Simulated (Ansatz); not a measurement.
**KAgCl2 (ordered alloy on rocksalt lattice): maximally localised Wannier functions**

Where do the localised orbitals of KAgCl2 (ordered alloy on rocksalt lattice) sit, how far are they spread, and how do the settings change that? Plan: PBE, anion s p, 6×6×6; PBE, anion s p, 4×4×4; PBE, anion p, 6×6×6; PBE, metal d and anion p, 6×6×6; PBE, metal d and anion p, disentangled, 6×6×6; PBE, metal d, 6×6×6; r2SCAN, anion s p, 6×6×6; r2SCAN, anion p, 6×6×6; r2SCAN, metal d and anion p, disentangled, 6×6×6 (level, trial orbitals, Wannier mesh).

Method: plane waves, PAW, in Ansatz 0.2.0.

2 further runs of the same task are left out: 2 that didn't finish.

**1. The starting structure**

The structure is trigonal, space group R-3m (No. 166). Conventional cell: a = 4.196 Å, b = 4.196 Å, c = 20.015 Å, α = 90.00°, β = 90.00°, γ = 120.00°. K (site symmetry -3m) has 6 Cl at 3.08 Å in its first shell of neighbours. Around Ag (site symmetry -3m) lie 6 Cl at 2.82 Å. Around Cl (site symmetry 3m) lie 3 Ag at 2.82 Å and 3 K at 3.08 Å.

Coordinates:

```
K Ag Cl
1.0
     2.09824    1.21142    6.67169
    -2.09824    1.21142    6.67169
     0.00000   -2.42284    6.67169
K Ag Cl
1 1 2
Direct
  0.00000 0.00000 0.00000
  0.50000 0.50000 0.50000
  0.23835 0.23835 0.23835
  0.76165 0.76165 0.76165
```

Cell and atoms come from an earlier r2SCAN relaxation.

**2. PBE, anion s p, 6×6×6**

Input file input.yaml:

```yaml
crystal:
  lattice:
    - [2.0982415914, 1.2114203476, 6.6716870547]
    - [-2.0982415914, 1.2114203476, 6.6716870547]
    - [0.0, -2.4228406952, 6.6716870547]
  atoms:
    - { symbol: K, position: [1.0, 0.0, 0.0] }
    - { symbol: Ag, position: [0.5, 0.5, 0.5] }
    - { symbol: Cl, position: [0.2383450502, 0.2383450502, 0.2383450502] }
    - { symbol: Cl, position: [0.7616549498, 0.7616549498, 0.7616549498] }
kpoints:
  mp_grid: { grid: [6, 6, 6] }
  band_path:
    path:
      - [[0.0, 0.0, 0.0], [0.5, 0.5, 0.5], [0.8113533613151, 0.1886466386849, 0.5]]
      - [[0.5, -0.1886466386849, 0.1886466386849], [0.5, 8.221502095989e-17, -5.914296488294e-17], [0.0, 0.0, 0.0], [0.3443233193424, -0.3443233193424, 4.420763644789e-17]]
      - [[0.6556766806576, 1.526945642622e-16, 0.3443233193424], [0.5, 2.307205607695e-17, 0.5], [0.0, 0.0, 0.0]]
    npoints: 10
hamiltonian:
  xc: pbe
scf:
  occupations: { method: fixed }
  n_extra_bands: 6
output:
  forces: false
  stress: false
  eigenvalues: true
  wannier:
    kmesh: [6, 6, 6]
    projections: [{ species: Cl, l: s, shell: 3 }, { species: Cl, l: p, shell: 3 }]
    minimise: true
    write_hr: true
    conv_tol: 1.0e-08
    max_iter: 3000
```

On the command line:

```bash
$ ansatz run input.yaml --threads 4 --pin off --max-ram 3686MiB --backend cpu --events-out ev --progress --plain --runs-dir out
```

The runs that follow: PBE, anion s p, 4×4×4; PBE, anion p, 6×6×6; PBE, metal d and anion p, 6×6×6; PBE, metal d and anion p, disentangled, 6×6×6; PBE, metal d, 6×6×6; r2SCAN, anion s p, 6×6×6; r2SCAN, anion p, 6×6×6; r2SCAN, metal d and anion p, disentangled, 6×6×6.

Q: Predict the results of all the runs planned. Wanted: total spread, PBE, anion s p, 6×6×6; total spread, PBE, anion s p, 4×4×4; total spread, PBE, anion p, 6×6×6; total spread, PBE, metal d and anion p, 6×6×6; total spread, PBE, metal d and anion p, disentangled, 6×6×6; total spread, PBE, metal d, 6×6×6; total spread, r2SCAN, anion s p, 6×6×6; total spread, r2SCAN, anion p, 6×6×6; total spread, r2SCAN, metal d and anion p, disentangled, 6×6×6.

The runs gave:

```
                                                      quantity                                 value
                           total spread, PBE, anion s p, 6×6×6             17.30 Å² over 8 functions
                           total spread, PBE, anion s p, 4×4×4             12.63 Å² over 8 functions
                             total spread, PBE, anion p, 6×6×6             16.80 Å² over 6 functions
                 total spread, PBE, metal d and anion p, 6×6×6            12.82 Å² over 11 functions
   total spread, PBE, metal d and anion p, disentangled, 6×6×6            17.71 Å² over 11 functions
                             total spread, PBE, metal d, 6×6×6              9.79 Å² over 5 functions
                        total spread, r2SCAN, anion s p, 6×6×6             16.52 Å² over 8 functions
                          total spread, r2SCAN, anion p, 6×6×6             16.19 Å² over 6 functions
total spread, r2SCAN, metal d and anion p, disentangled, 6×6×6            17.40 Å² over 11 functions
                                      centres of the first set  0.38 to 0.71 Å from the nearest atom
```

In words: With PBE, anion s p, 6×6×6 the 8 functions move off the atoms, with a mean spread of 2.16 Å²; 93 % of the total is gauge invariant. The total spread goes from 12.63 Å² on 4×4×4 to 17.30 Å² on 6×6×6: finite differences in k understate it on coarse meshes, while the largest miss of a band goes from 0.43 to 0.29 eV. On one set and mesh the functional gives 17.30 (PBE), 16.52 (r2SCAN) Å². The disentangled models miss some band by up to 1.5 eV, which may lie outside their frozen windows.
